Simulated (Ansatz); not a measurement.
**Ti2SiGe2: what a guessed cell relaxes into**

Aim: relax a trial structure of Ti2SiGe2 and see where it ends.

Method: DFT PBE, scalar-relativistic, plane waves, PAW, in Ansatz 0.2.0.

## (1) The starting structure

It takes space group R-3m (No. 166, trigonal). The conventional cell has a = 3.400 Å, b = 3.400 Å, c = 23.686 Å, α = 90.00°, β = 90.00°, γ = 120.00°. Around Ti (site symmetry 3m) lie 3 Ge at 2.38 Å. Si (site symmetry -3m) has 6 Ge at 2.49 Å as nearest neighbours. Ge (site symmetry 3m) has 3 Ti at 2.38 Å and 3 Si at 2.49 Å as nearest neighbours.

As a file:

```cif
data_structure
_symmetry_space_group_name_H-M 'P 1'
_symmetry_Int_Tables_number 1
_cell_length_a 8.1358
_cell_length_b 8.1358
_cell_length_c 8.1358
_cell_angle_alpha 24.125
_cell_angle_beta 24.125
_cell_angle_gamma 24.125
_cell_volume 79.07
loop_
_atom_site_label
_atom_site_type_symbol
_atom_site_fract_x
_atom_site_fract_y
_atom_site_fract_z
_atom_site_occupancy
Ti1 Ti 0.21160 0.21160 0.21160 1
Ti2 Ti 0.78840 0.78840 0.78840 1
Si1 Si 0.00000 0.00000 0.00000 1
Ge1 Ge 0.39806 0.39806 0.39806 1
Ge2 Ge 0.60194 0.60194 0.60194 1
```

The cell is invented: species swapped into a database cell of Bi2TeSe2 (R-3m, No. 166), with Ge on the Bi sites, Si on the Te sites and Ti on the Se sites. Its size is a rough estimate.

## (2) A first look at the guess

Input file input.yaml:

```yaml
crystal:
  lattice:
    - [1.70023654, 0.98163202, 7.89541679]
    - [-1.70023654, 0.98163202, 7.89541679]
    - [0.0, -1.96326404, 7.89541679]
  atoms:
    - { symbol: Ti, position: [0.21160001, 0.21160001, 0.21160001] }
    - { symbol: Ti, position: [0.78839999, 0.78839999, 0.78839999] }
    - { symbol: Si, position: [0.0, 0.0, 0.0] }
    - { symbol: Ge, position: [0.39805999, 0.39805999, 0.39805999] }
    - { symbol: Ge, position: [0.60194001, 0.60194001, 0.60194001] }
basis:
  ecutwfc: 420
kpoints:
  mp_grid: { grid: [6, 6, 6] }
hamiltonian:
  xc: pbe
scf:
  occupations: { method: gaussian, width: 0.1 }
  lower_state_search: "off"
output:
  forces: true
  stress: true
  eigenvalues: true
```

On the command line:

```bash
$ ansatz run input.yaml --threads 1 --pin off --max-ram 2560MiB --backend cpu --events-out ev --progress --plain --runs-dir out
```

Further runs follow: coarse relaxation; spin check on a coarse mesh; full relaxation.

Q: Predict the outcome of this session. Wanted: conventional cell; volume; energy over the elements; gap on the mesh.

The runs gave:

| quantity | value |
| --- | --- |
| symmetry at the end (tolerance 0.05 Å) | space group R-3m (No. 166) |
| conventional cell | a = 3.178 Å, b = 3.178 Å, c = 29.498 Å, α = 90.00°, β = 90.00°, γ = 120.00° |
| volume | 17.20 Å³/atom |
| energy over the elements | +0.09 eV/atom |
| gap on the mesh | none (metal) |

In words: The space group R-3m (No. 166) is kept, and the volume per atom grows by 8.8 % from the first guess. The formation energy is positive, so the separate elements lie lower. No finished test with a distortion of lower symmetry is shown, so the end may be a saddle point. Other magnetic orders were not searched.
